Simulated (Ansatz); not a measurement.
**Li2ClF: energy against volume in PBE, exact exchange and the RPA**

One table from this session's results is given with a row withheld; the runs are named, their logs left out.

Program: Ansatz 0.2.0. PBE orbitals, norm-conserving pseudopotentials, plane waves. Values at 0 K without nuclear motion; spin polarisation is off, and the phase may be a hypothetical one.

## The system as given

The cell was relaxed beforehand with r2SCAN; volume changes: +0 %, -5 %, +5 %, -10 %, +10 %.

Space group R-3m (No. 166), trigonal; conventional cell a = 3.288 Å, c = 15.791 Å, 12.32 Å³ an atom. Near F stand 6 Li at 2.20 Å; near Cl stand 6 Li at 2.44 Å; near Li stand 3 F at 2.20 Å and 3 Cl at 2.44 Å.

As a file:

```
F Cl Li
1.0
     1.64380    0.94905    5.26376
    -1.64380    0.94905    5.26376
     0.00000   -1.89810    5.26376
F Cl Li
1 1 2
Direct
  0.00000 0.00000 0.00000
  0.50000 0.50000 0.50000
  0.26336 0.26336 0.26336
  0.73664 0.73664 0.73664
```

Set-up of the first run:

input.yaml reads:

```yaml
crystal:
  lattice:
    - [1.6438003708, 0.9490485865, 5.2637591334]
    - [-1.6438003708, 0.9490485865, 5.2637591334]
    - [0.0, -1.8980971731, 5.2637591334]
  atoms:
    - { symbol: F, position: [1.0, 0.0, 0.0] }
    - { symbol: Cl, position: [0.5, 0.5, 0.5] }
    - { symbol: Li, position: [0.2633593309, 0.2633593309, 0.2633593309] }
    - { symbol: Li, position: [0.7366406691, 0.7366406691, 0.7366406691] }
kpoints:
  mp_grid: { grid: [4, 4, 4] }
hamiltonian:
  xc: pbe
  pseudopotentials: { kind: nc }
scf:
  occupations: { method: fixed }
output:
  rpa_energy:
    ecut_chi_ladder: [207, 232, 257, 285, 313]
    long_wavelength: optical_limit
basis:
  ecutwfc: 1320.0
```

Steps of the session up to this table: The unscaled cell; Volume -5 %; Volume +5 %; Volume -10 %; Volume +10 %.

One of the session's tables, all rows but one given; the rest of the session is left out.

Energies in meV/atom from the unscaled cell:

| volume (Å³/atom) | PBE | exact exchange | EXX+RPA | RPA correlation |
| --- | --- | --- | --- | --- |
| 11.086 | 35.0 | 47.8 | 18.9 | -28.8 |
| 11.702 | 11.3 | 16.9 | 2.6 | -14.4 |
| 12.318 | 0.0 | 0.0 | 0.0 | 0.0 |
| 12.933 | ? | ? | ? | ? |
| 13.549 | 4.2 | -4.0 | 19.9 | 23.9 |

Estimate the missing values for volume (Å³/atom) = 12.933.

Worked estimate for «PBE». A straight line through the neighbours (12.318, 0.0) and (13.549, 4.2) gives 0.0 + (4.2 − 0.0) × (12.933 − 12.318) / (13.549 − 12.318) = 2.1; a parabola fitted to 3 rows on both sides gives -2.4.

**Answer.** PBE: -1.6; exact exchange: -6.2; EXX+RPA: 6.8; RPA correlation: 13.0. In «PBE» the line misses by +3.7 and the parabola by -0.8.

Limits of these values: The curve is too rough to resolve B₀ and B₀′ of EXX+RPA; its minimum, near 12.1 Å³/atom, is a rough guide.
